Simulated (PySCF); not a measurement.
# B2FH3O: NMR shifts at several levels of theory

Aim: compute the NMR shifts of B2FH3O (`BOBF`) at several levels, and see how far they spread and what each costs.

Programs: PySCF 2.14.0, with density-fitted response routines of our own. Each step states its level of theory. These are calculated values for one molecule in the gas phase, unless marked as measured. Atoms are numbered from 0 throughout.

### 1 The starting structure

7 atoms, charge 0, multiplicity 1; geometry from: PBE0-D3(BJ)/def2-SVP.

Bonds of the start (Å): B0–O1 1.34, O1–B2 1.33, B2–F3 1.32, B0–H4 1.21, B0–H5 1.21, B2–H6 1.20.

### 2 Nuclear shieldings: HF/pcSseg-2

Job settings and geometry (Å):

```
{"job": {"kind": "nmr", "xc": "HF", "basis": "pcSseg-2", "pop": false}, "charge": 0, "multiplicity": 1}
B     -1.243879    -0.519142    -0.036612
O      0.002856    -0.036183     0.008161
B      1.224340     0.500195    -0.008412
F      1.917058     0.546169     1.118433
H     -2.165943     0.236089     0.169253
H     -1.401047    -1.693517    -0.279275
H      1.702078     0.935705    -1.024061
```

Level: GIAO HF/pcSseg-2 NMR shielding, non-relativistic, gas phase.

Started as:

```console
$ OMP_NUM_THREADS=1 python probes_run.py task.json out
```

This one command runs all jobs of the session in turn.

Output:

```text
final grid: 61344 points
cycle   1  E = -225.5605548895  dE =  4.433e-01  |g| = 6.209e-01  |ddm| = 1.707e+00
cycle   2  E = -225.6278550038  dE = -6.730e-02  |g| = 3.458e-01  |ddm| = 4.414e-01
cycle   3  E = -225.6457471009  dE = -1.789e-02  |g| = 5.311e-02  |ddm| = 1.859e-01
cycle   4  E = -225.6466413084  dE = -8.942e-04  |g| = 9.346e-03  |ddm| = 1.034e-01
cycle   5  E = -225.6466709725  dE = -2.966e-05  |g| = 3.097e-03  |ddm| = 1.671e-02
cycle   6  E = -225.6466733377  dE = -2.365e-06  |g| = 1.170e-03  |ddm| = 4.006e-03
cycle   7  E = -225.6466736904  dE = -3.527e-07  |g| = 2.081e-04  |ddm| = 1.817e-03
cycle   8  E = -225.6466737114  dE = -2.099e-08  |g| = 5.078e-05  |ddm| = 4.210e-04
cycle   9  E = -225.6466737127  dE = -1.306e-09  |g| = 1.331e-05  |ddm| = 6.328e-05
cycle  10  E = -225.6466737128  dE = -9.101e-11  |g| = 3.103e-06  |ddm| = 1.930e-05
converged SCF energy = -225.6466737128

GIAO shielding tensors (ppm)
atom      isotropic    diamagn.    paramagn.     s11        s22        s33       span
  0 B       71.163     190.639    -119.476     24.918     75.463    113.108     88.190
  1 O      113.181     418.662    -305.481     35.370     86.337    217.836    182.467
  2 B       93.324     190.110     -96.786     81.294     96.034    102.644     21.350
  3 F      296.710     468.728    -172.018    155.607    336.831    397.693    242.086
  4 H       26.735      28.678      -1.943     25.703     26.630     27.872      2.169
  5 H       26.730      28.658      -1.928     25.708     26.637     27.845      2.137
  6 H       27.415      27.598      -0.183     24.596     26.761     30.888      6.292
```

Wall time 8.6 s (1 thread of Arm Neoverse N1, shared host); peak memory 0.8 GiB.

Shifts follow as δ = σ(reference) − σ, with reference shieldings (ppm) from runs at the same level and on the same kind of geometry: 1H TMS 31.68, 19F CFCl3 245.3, 17O H2O 326.3, 11B BF3·OEt2 114.5. The references are single molecules in the gas phase, so shifts against H2O, NH3, PH3, H3PO4 or CFCl3 are not on the usual liquid scales and can be off by tens of ppm. Atoms listed in one row are averaged.

```csv
atoms,environment,σ (ppm),δ (ppm)
"H4, H5",hydrogen on a boron bonded to O,26.73,4.95
H6,"hydrogen on a boron bonded to F, O",27.41,4.27
B0,"boron bonded to O, 2 H",71.2,43.4
B2,"boron bonded to F, O, H",93.3,21.2
O1,oxygen bonded to 2 B,113.2,213.1
F3,fluorine bonded to B,296.7,-51.4
```

### 3 Shielding tensors: LDA/pcSseg-2

The job, as its differences from that of step 2:

```diff
@@ -1,2 +1,2 @@
-{"job": {"kind": "nmr", "xc": "HF", "basis": "pcSseg-2", "pop": false}, "charge": 0, "multiplicity": 1}
+{"job": {"kind": "nmr", "xc": "LDA", "basis": "pcSseg-2", "pop": false}, "charge": 0, "multiplicity": 1}
 B     -1.243879    -0.519142    -0.036612
```

Level: GIAO LDA/pcSseg-2 NMR shielding, non-relativistic, gas phase.

Output:

```text
coarse grid: 6208 points
cycle   1  E = -224.9349970409  dE =  3.182e-01  |g| = 8.033e-01  |ddm| = 2.290e+00
cycle   2  E = -224.4122975300  dE =  5.227e-01  |g| = 1.842e+00  |ddm| = 1.131e+00
cycle   3  E = -225.0312754629  dE = -6.190e-01  |g| = 2.394e-01  |ddm| = 8.703e-01
cycle   4  E = -225.0399719469  dE = -8.696e-03  |g| = 1.239e-01  |ddm| = 1.470e-01
cycle   5  E = -225.0420906298  dE = -2.119e-03  |g| = 2.047e-02  |ddm| = 6.404e-02
cycle   6  E = -225.0421813009  dE = -9.067e-05  |g| = 7.560e-03  |ddm| = 2.691e-02
cycle   7  E = -225.0421965030  dE = -1.520e-05  |g| = 1.580e-03  |ddm| = 7.870e-03
cycle   8  E = -225.0421970806  dE = -5.776e-07  |g| = 2.926e-04  |ddm| = 1.561e-03
final grid: 61344 points
cycle   9  E = -225.0377287513  dE = -1.405e-04  |g| = 6.245e-03  |ddm| = 5.369e-02
cycle  10  E = -225.0377139137  dE =  1.484e-05  |g| = 1.166e-02  |ddm| = 7.141e-03
cycle  11  E = -225.0377341599  dE = -2.025e-05  |g| = 9.058e-04  |ddm| = 4.889e-03
cycle  12  E = -225.0377342434  dE = -8.352e-08  |g| = 5.499e-04  |ddm| = 7.012e-04
cycle  13  E = -225.0377342908  dE = -4.741e-08  |g| = 1.075e-04  |ddm| = 2.382e-04
cycle  14  E = -225.0377342933  dE = -2.450e-09  |g| = 1.563e-05  |ddm| = 1.025e-04
cycle  15  E = -225.0377342934  dE = -6.088e-11  |g| = 4.617e-06  |ddm| = 2.408e-05
converged SCF energy = -225.0377342934

GIAO shielding tensors (ppm)
atom      isotropic    diamagn.    paramagn.     s11        s22        s33       span
  0 B       40.891     194.282    -153.391    -23.737     46.836     99.573    123.310
  1 O        6.365     404.245    -397.880    -98.093    -18.265    135.453    233.546
  2 B       70.117     193.999    -123.882     58.414     64.571     87.367     28.953
  3 F      223.389     468.165    -244.775     61.504    238.843    369.822    308.318
  4 H       24.994      28.620      -3.626     24.691     24.767     25.525      0.833
  5 H       24.999      28.574      -3.575     24.705     24.789     25.504      0.799
  6 H       25.812      27.937      -2.124     23.620     25.525     28.293      4.673
```

Run time: 19 s. Hardware: 1 thread of Arm Neoverse N1, shared host; peak memory 0.8 GiB.

In short: δ B0 50.1, B2 20.9, O1 328.0, F3 -85.1, H4 5.77, H6 4.96 ppm (means over like atoms).

### 4 NMR shieldings: PBE/pcSseg-2

The job, as its differences from that of step 3:

```diff
@@ -1,2 +1,2 @@
-{"job": {"kind": "nmr", "xc": "LDA", "basis": "pcSseg-2", "pop": false}, "charge": 0, "multiplicity": 1}
+{"job": {"kind": "nmr", "xc": "PBE", "basis": "pcSseg-2", "pop": false}, "charge": 0, "multiplicity": 1}
 B     -1.243879    -0.519142    -0.036612
```

Method: GIAO PBE/pcSseg-2 NMR shielding, non-relativistic, gas phase.

Output:

```text
coarse grid: 6208 points
cycle   1  E = -226.4153306337  dE =  3.264e-01  |g| = 8.124e-01  |ddm| = 1.757e+00
cycle   2  E = -225.9244412087  dE =  4.909e-01  |g| = 1.799e+00  |ddm| = 1.162e+00
cycle   3  E = -226.5137809923  dE = -5.893e-01  |g| = 2.293e-01  |ddm| = 8.959e-01
cycle   4  E = -226.5218301562  dE = -8.049e-03  |g| = 1.209e-01  |ddm| = 1.404e-01
cycle   5  E = -226.5239065728  dE = -2.076e-03  |g| = 1.895e-02  |ddm| = 6.113e-02
cycle   6  E = -226.5239840384  dE = -7.747e-05  |g| = 7.096e-03  |ddm| = 2.297e-02
cycle   7  E = -226.5239974753  dE = -1.344e-05  |g| = 1.298e-03  |ddm| = 7.298e-03
cycle   8  E = -226.5239978506  dE = -3.752e-07  |g| = 2.526e-04  |ddm| = 1.298e-03
final grid: 61344 points
cycle   9  E = -226.5254451642  dE = -1.689e-04  |g| = 8.762e-03  |ddm| = 6.607e-02
cycle  10  E = -226.5254032822  dE =  4.188e-05  |g| = 1.806e-02  |ddm| = 1.294e-02
cycle  11  E = -226.5254571875  dE = -5.391e-05  |g| = 2.141e-03  |ddm| = 7.497e-03
cycle  12  E = -226.5254582773  dE = -1.090e-06  |g| = 2.090e-04  |ddm| = 2.384e-03
cycle  13  E = -226.5254582886  dE = -1.128e-08  |g| = 7.365e-05  |ddm| = 2.924e-04
cycle  14  E = -226.5254582893  dE = -6.656e-10  |g| = 3.386e-05  |ddm| = 4.531e-05
cycle  15  E = -226.5254582895  dE = -1.798e-10  |g| = 5.718e-06  |ddm| = 2.006e-05
converged SCF energy = -226.5254582895

GIAO shielding tensors (ppm)
atom      isotropic    diamagn.    paramagn.     s11        s22        s33       span
  0 B       48.074     194.046    -145.972     -7.606     51.663    100.164    107.770
  1 O       24.006     400.698    -376.692    -70.101     -3.595    145.714    215.816
  2 B       73.678     193.959    -120.281     64.822     67.572     88.640     23.818
  3 F      230.931     468.843    -237.912     72.694    252.171    367.927    295.232
  4 H       25.604      28.895      -3.291     25.236     25.575     26.001      0.765
  5 H       25.609      28.847      -3.238     25.258     25.609     25.959      0.701
  6 H       26.346      28.248      -1.902     24.130     26.026     28.881      4.751
```

Run time: 23 s. Hardware: 1 thread of Arm Neoverse N1, shared host; peak memory 0.78 GiB.

In short: δ B0 44.6, B2 19.0, O1 303.9, F3 -88.0, H4 5.57, H6 4.83 ppm (means over like atoms).

### 5 NMR shieldings: BLYP/pcSseg-2

The job, as its differences from that of step 4:

```diff
@@ -1,2 +1,2 @@
-{"job": {"kind": "nmr", "xc": "PBE", "basis": "pcSseg-2", "pop": false}, "charge": 0, "multiplicity": 1}
+{"job": {"kind": "nmr", "xc": "BLYP", "basis": "pcSseg-2", "pop": false}, "charge": 0, "multiplicity": 1}
 B     -1.243879    -0.519142    -0.036612
```

Method: GIAO BLYP/pcSseg-2 NMR shielding, non-relativistic, gas phase.

Output:

```text
coarse grid: 6208 points
cycle   1  E = -226.6202423158  dE =  3.356e-01  |g| = 9.013e-01  |ddm| = 1.722e+00
cycle   2  E = -225.9824649303  dE =  6.378e-01  |g| = 2.027e+00  |ddm| = 1.310e+00
cycle   3  E = -226.7374728675  dE = -7.550e-01  |g| = 2.618e-01  |ddm| = 1.034e+00
cycle   4  E = -226.7474925739  dE = -1.002e-02  |g| = 1.514e-01  |ddm| = 1.635e-01
cycle   5  E = -226.7507058476  dE = -3.213e-03  |g| = 2.162e-02  |ddm| = 7.371e-02
cycle   6  E = -226.7508057127  dE = -9.987e-05  |g| = 8.543e-03  |ddm| = 2.547e-02
cycle   7  E = -226.7508255154  dE = -1.980e-05  |g| = 1.335e-03  |ddm| = 8.890e-03
cycle   8  E = -226.7508259039  dE = -3.885e-07  |g| = 2.718e-04  |ddm| = 1.399e-03
final grid: 61344 points
cycle   9  E = -226.7521885670  dE = -1.572e-04  |g| = 3.880e-03  |ddm| = 5.839e-02
cycle  10  E = -226.7521858633  dE =  2.704e-06  |g| = 5.828e-03  |ddm| = 5.400e-03
cycle  11  E = -226.7521907479  dE = -4.885e-06  |g| = 1.171e-03  |ddm| = 2.957e-03
cycle  12  E = -226.7521909542  dE = -2.062e-07  |g| = 1.997e-04  |ddm| = 9.806e-04
cycle  13  E = -226.7521909644  dE = -1.024e-08  |g| = 1.109e-04  |ddm| = 3.350e-04
cycle  14  E = -226.7521909663  dE = -1.868e-09  |g| = 3.918e-05  |ddm| = 5.456e-05
cycle  15  E = -226.7521909665  dE = -2.794e-10  |g| = 4.491e-06  |ddm| = 2.623e-05
converged SCF energy = -226.7521909665

GIAO shielding tensors (ppm)
atom      isotropic    diamagn.    paramagn.     s11        s22        s33       span
  0 B       47.400     192.020    -144.621     -6.542     50.724     98.018    104.560
  1 O       24.423     398.976    -374.553    -68.037     -3.992    145.299    213.336
  2 B       72.386     192.170    -119.784     63.765     66.485     86.909     23.143
  3 F      233.227     469.418    -236.191     76.198    256.421    367.062    290.864
  4 H       25.921      29.056      -3.136     25.485     25.883     26.394      0.909
  5 H       25.926      29.027      -3.101     25.507     25.924     26.346      0.839
  6 H       26.617      28.534      -1.917     24.384     26.342     29.127      4.743
```

Run time: 23 s. Hardware: 1 thread of Arm Neoverse N1, shared host; peak memory 0.65 GiB.

This run: δ B0 43.7, B2 18.7, O1 300.7, F3 -90.1, H4 5.45, H6 4.76 ppm (means over like atoms).

### 6 Nuclear shieldings: BP86/pcSseg-2

The job, as its differences from that of step 5:

```diff
@@ -1,2 +1,2 @@
-{"job": {"kind": "nmr", "xc": "BLYP", "basis": "pcSseg-2", "pop": false}, "charge": 0, "multiplicity": 1}
+{"job": {"kind": "nmr", "xc": "BP86", "basis": "pcSseg-2", "pop": false}, "charge": 0, "multiplicity": 1}
 B     -1.243879    -0.519142    -0.036612
```

Level: GIAO BP86/pcSseg-2 NMR shielding, non-relativistic, gas phase.

Output:

```text
coarse grid: 6208 points
cycle   1  E = -226.6671194018  dE =  3.302e-01  |g| = 8.327e-01  |ddm| = 1.731e+00
cycle   2  E = -226.1649940975  dE =  5.021e-01  |g| = 1.826e+00  |ddm| = 1.133e+00
cycle   3  E = -226.7696955483  dE = -6.047e-01  |g| = 2.296e-01  |ddm| = 8.758e-01
cycle   4  E = -226.7776816234  dE = -7.986e-03  |g| = 1.247e-01  |ddm| = 1.403e-01
cycle   5  E = -226.7798908746  dE = -2.209e-03  |g| = 1.823e-02  |ddm| = 6.203e-02
cycle   6  E = -226.7799590002  dE = -6.813e-05  |g| = 7.156e-03  |ddm| = 2.137e-02
cycle   7  E = -226.7799726758  dE = -1.368e-05  |g| = 1.291e-03  |ddm| = 7.149e-03
cycle   8  E = -226.7799730271  dE = -3.513e-07  |g| = 2.510e-04  |ddm| = 1.198e-03
final grid: 61344 points
cycle   9  E = -226.7808625759  dE = -1.578e-04  |g| = 8.399e-03  |ddm| = 6.032e-02
cycle  10  E = -226.7808321581  dE =  3.042e-05  |g| = 1.641e-02  |ddm| = 1.065e-02
cycle  11  E = -226.7808720933  dE = -3.994e-05  |g| = 1.944e-03  |ddm| = 6.619e-03
cycle  12  E = -226.7808727957  dE = -7.024e-07  |g| = 8.142e-04  |ddm| = 1.715e-03
cycle  13  E = -226.7808728969  dE = -1.011e-07  |g| = 1.708e-04  |ddm| = 3.750e-04
cycle  14  E = -226.7808729036  dE = -6.727e-09  |g| = 1.466e-05  |ddm| = 1.962e-04
cycle  15  E = -226.7808729037  dE = -4.542e-11  |g| = 5.678e-06  |ddm| = 1.747e-05
converged SCF energy = -226.7808729037

GIAO shielding tensors (ppm)
atom      isotropic    diamagn.    paramagn.     s11        s22        s33       span
  0 B       49.460     193.856    -144.396     -4.911     52.923    100.368    105.279
  1 O       27.911     400.840    -372.928    -64.115      0.235    147.614    211.729
  2 B       74.483     193.945    -119.462     65.952     68.620     88.876     22.924
  3 F      233.278     468.091    -234.813     75.510    254.494    369.831    294.320
  4 H       25.697      28.929      -3.232     25.305     25.694     26.093      0.789
  5 H       25.702      28.886      -3.184     25.327     25.732     26.048      0.721
  6 H       26.424      28.281      -1.857     24.198     26.098     28.976      4.778
```

Wall time 23 s (1 thread of Arm Neoverse N1, shared host); peak memory 0.65 GiB.

Key values: δ B0 43.9, B2 18.9, O1 298.2, F3 -89.3, H4 5.53, H6 4.81 ppm (means over like atoms).

### 7 Nuclear shieldings: OPBE/pcSseg-2

The job, as its differences from that of step 6:

```diff
@@ -1,2 +1,2 @@
-{"job": {"kind": "nmr", "xc": "BP86", "basis": "pcSseg-2", "pop": false}, "charge": 0, "multiplicity": 1}
+{"job": {"kind": "nmr", "xc": "OPBE", "basis": "pcSseg-2", "pop": false}, "charge": 0, "multiplicity": 1}
 B     -1.243879    -0.519142    -0.036612
```

With the program's defaults for keys left out, this is: GIAO OPBE/pcSseg-2 NMR shielding, non-relativistic, gas phase.

Output:

```text
coarse grid: 6208 points
cycle   1  E = -226.5461852951  dE =  3.174e-01  |g| = 7.689e-01  |ddm| = 1.717e+00
cycle   2  E = -226.1847621908  dE =  3.614e-01  |g| = 1.579e+00  |ddm| = 1.127e+00
cycle   3  E = -226.6390973301  dE = -4.543e-01  |g| = 1.801e-01  |ddm| = 8.397e-01
cycle   4  E = -226.6441324100  dE = -5.035e-03  |g| = 1.001e-01  |ddm| = 1.186e-01
cycle   5  E = -226.6456258328  dE = -1.493e-03  |g| = 1.577e-02  |ddm| = 4.858e-02
cycle   6  E = -226.6456785519  dE = -5.272e-05  |g| = 5.664e-03  |ddm| = 1.956e-02
cycle   7  E = -226.6456868109  dE = -8.259e-06  |g| = 1.209e-03  |ddm| = 5.893e-03
final grid: 61344 points
cycle   8  E = -226.6485019049  dE = -2.389e-04  |g| = 2.869e-02  |ddm| = 8.548e-02
cycle   9  E = -226.6480389355  dE =  4.630e-04  |g| = 5.946e-02  |ddm| = 3.680e-02
cycle  10  E = -226.6486307028  dE = -5.918e-04  |g| = 4.305e-03  |ddm| = 2.374e-02
cycle  11  E = -226.6486351495  dE = -4.447e-06  |g| = 1.056e-03  |ddm| = 4.533e-03
cycle  12  E = -226.6486353115  dE = -1.620e-07  |g| = 2.725e-04  |ddm| = 6.108e-04
cycle  13  E = -226.6486353261  dE = -1.459e-08  |g| = 4.368e-05  |ddm| = 2.383e-04
cycle  14  E = -226.6486353265  dE = -3.791e-10  |g| = 1.880e-05  |ddm| = 4.464e-05
converged SCF energy = -226.6486353265

GIAO shielding tensors (ppm)
atom      isotropic    diamagn.    paramagn.     s11        s22        s33       span
  0 B       55.739     196.028    -140.289      4.827     58.506    103.885     99.058
  1 O       47.446     405.245    -357.800    -38.159     19.986    160.510    198.669
  2 B       79.416     195.791    -116.375     71.936     73.991     92.320     20.385
  3 F      242.301     469.681    -227.381     88.701    265.238    372.963    284.262
  4 H       25.676      28.939      -3.263     25.290     25.762     25.975      0.685
  5 H       25.681      28.867      -3.186     25.313     25.803     25.927      0.615
  6 H       26.437      28.138      -1.701     24.197     26.007     29.106      4.909
```

Wall time 22 s (1 thread of Arm Neoverse N1, shared host); peak memory 0.78 GiB.

Key values: δ B0 42.0, B2 18.3, O1 281.8, F3 -87.2, H4 5.52, H6 4.76 ppm (means over like atoms).

### 8 Nuclear shieldings: KT2/pcSseg-2

The job, as its differences from that of step 7:

```diff
@@ -1,2 +1,2 @@
-{"job": {"kind": "nmr", "xc": "OPBE", "basis": "pcSseg-2", "pop": false}, "charge": 0, "multiplicity": 1}
+{"job": {"kind": "nmr", "xc": "KT2", "basis": "pcSseg-2", "pop": false}, "charge": 0, "multiplicity": 1}
 B     -1.243879    -0.519142    -0.036612
```

Method: GIAO KT2/pcSseg-2 NMR shielding, non-relativistic, gas phase.

Output:

```text
coarse grid: 6208 points
cycle   1  E = -229.9763607783  dE =  3.786e-01  |g| = 9.451e-01  |ddm| = 2.397e+00
cycle   2  E = -229.3760041115  dE =  6.004e-01  |g| = 1.990e+00  |ddm| = 1.371e+00
cycle   3  E = -230.1131949160  dE = -7.372e-01  |g| = 2.115e-01  |ddm| = 1.088e+00
cycle   4  E = -230.1192993005  dE = -6.104e-03  |g| = 1.462e-01  |ddm| = 1.610e-01
cycle   5  E = -230.1225732104  dE = -3.274e-03  |g| = 2.029e-02  |ddm| = 7.135e-02
cycle   6  E = -230.1226561449  dE = -8.293e-05  |g| = 7.564e-03  |ddm| = 2.284e-02
cycle   7  E = -230.1226711415  dE = -1.500e-05  |g| = 1.239e-03  |ddm| = 8.540e-03
cycle   8  E = -230.1226714682  dE = -3.267e-07  |g| = 3.033e-04  |ddm| = 1.502e-03
final grid: 61344 points
cycle   9  E = -230.1336343907  dE = -2.888e-04  |g| = 2.538e-02  |ddm| = 2.831e-01
cycle  10  E = -230.1333637218  dE =  2.707e-04  |g| = 4.907e-02  |ddm| = 3.201e-02
cycle  11  E = -230.1337243117  dE = -3.606e-04  |g| = 3.067e-03  |ddm| = 2.184e-02
cycle  12  E = -230.1337257597  dE = -1.448e-06  |g| = 1.335e-03  |ddm| = 1.942e-03
cycle  13  E = -230.1337260646  dE = -3.050e-07  |g| = 1.370e-04  |ddm| = 6.545e-04
cycle  14  E = -230.1337260704  dE = -5.728e-09  |g| = 2.798e-05  |ddm| = 2.860e-04
cycle  15  E = -230.1337260705  dE = -1.884e-10  |g| = 4.961e-06  |ddm| = 3.371e-05
converged SCF energy = -230.1337260705

GIAO shielding tensors (ppm)
atom      isotropic    diamagn.    paramagn.     s11        s22        s33       span
  0 B       56.548     195.001    -138.453      5.242     61.943    102.457     97.215
  1 O       37.203     392.268    -355.064    -50.196      6.519    155.287    205.483
  2 B       80.775     195.478    -114.702     73.985     75.747     92.594     18.609
  3 F      236.044     468.376    -232.333     81.597    267.478    359.057    277.459
  4 H       25.782      28.403      -2.621     25.150     25.978     26.219      1.069
  5 H       25.788      28.332      -2.544     25.177     25.992     26.194      1.017
  6 H       26.458      27.617      -1.159     24.091     26.092     29.190      5.099
```

Run time: 23 s. Hardware: 1 thread of Arm Neoverse N1, shared host; peak memory 0.65 GiB.

In short: δ B0 41.7, B2 17.5, O1 287.2, F3 -99.7, H4 5.39, H6 4.72 ppm (means over like atoms).

### 9 Nuclear shieldings: KT3/pcSseg-2

The job, as its differences from that of step 8:

```diff
@@ -1,2 +1,2 @@
-{"job": {"kind": "nmr", "xc": "KT2", "basis": "pcSseg-2", "pop": false}, "charge": 0, "multiplicity": 1}
+{"job": {"kind": "nmr", "xc": "KT3", "basis": "pcSseg-2", "pop": false}, "charge": 0, "multiplicity": 1}
 B     -1.243879    -0.519142    -0.036612
```

Method: GIAO KT3/pcSseg-2 NMR shielding, non-relativistic, gas phase.

Output:

```text
coarse grid: 6208 points
cycle   1  E = -229.7139688464  dE =  3.640e-01  |g| = 9.442e-01  |ddm| = 2.178e+00
cycle   2  E = -229.1369255196  dE =  5.770e-01  |g| = 1.956e+00  |ddm| = 1.445e+00
cycle   3  E = -229.8515269971  dE = -7.146e-01  |g| = 2.067e-01  |ddm| = 1.141e+00
cycle   4  E = -229.8574015026  dE = -5.875e-03  |g| = 1.419e-01  |ddm| = 1.559e-01
cycle   5  E = -229.8605064402  dE = -3.105e-03  |g| = 1.988e-02  |ddm| = 6.715e-02
cycle   6  E = -229.8605891057  dE = -8.267e-05  |g| = 7.244e-03  |ddm| = 2.271e-02
cycle   7  E = -229.8606029182  dE = -1.381e-05  |g| = 1.181e-03  |ddm| = 8.175e-03
cycle   8  E = -229.8606032246  dE = -3.064e-07  |g| = 2.929e-04  |ddm| = 1.466e-03
final grid: 61344 points
cycle   9  E = -229.8713859128  dE = -2.828e-04  |g| = 2.774e-02  |ddm| = 1.785e-01
cycle  10  E = -229.8710253554  dE =  3.606e-04  |g| = 5.487e-02  |ddm| = 3.169e-02
cycle  11  E = -229.8714932423  dE = -4.679e-04  |g| = 4.044e-03  |ddm| = 2.260e-02
cycle  12  E = -229.8714962257  dE = -2.983e-06  |g| = 1.314e-03  |ddm| = 2.387e-03
cycle  13  E = -229.8714965035  dE = -2.778e-07  |g| = 1.808e-04  |ddm| = 9.266e-04
cycle  14  E = -229.8714965132  dE = -9.702e-09  |g| = 3.128e-05  |ddm| = 3.373e-04
cycle  15  E = -229.8714965134  dE = -2.085e-10  |g| = 5.306e-06  |ddm| = 3.518e-05
converged SCF energy = -229.8714965134

GIAO shielding tensors (ppm)
atom      isotropic    diamagn.    paramagn.     s11        s22        s33       span
  0 B       58.664     194.709    -136.045     10.775     62.741    102.475     91.700
  1 O       51.366     394.595    -343.229    -30.534     21.031    163.601    194.136
  2 B       81.502     194.963    -113.460     75.317     76.673     92.517     17.199
  3 F      244.835     470.092    -225.256     94.037    276.915    363.554    269.517
  4 H       26.091      28.710      -2.619     25.449     26.189     26.635      1.185
  5 H       26.096      28.636      -2.540     25.475     26.206     26.608      1.133
  6 H       26.752      27.970      -1.218     24.389     26.359     29.509      5.120
```

It took 23 s on 1 thread of Arm Neoverse N1, shared host; peak memory 0.65 GiB.

In short: δ B0 40.0, B2 17.1, O1 272.4, F3 -97.9, H4 5.26, H6 4.60 ppm (means over like atoms).

[end of part 1 of 2]
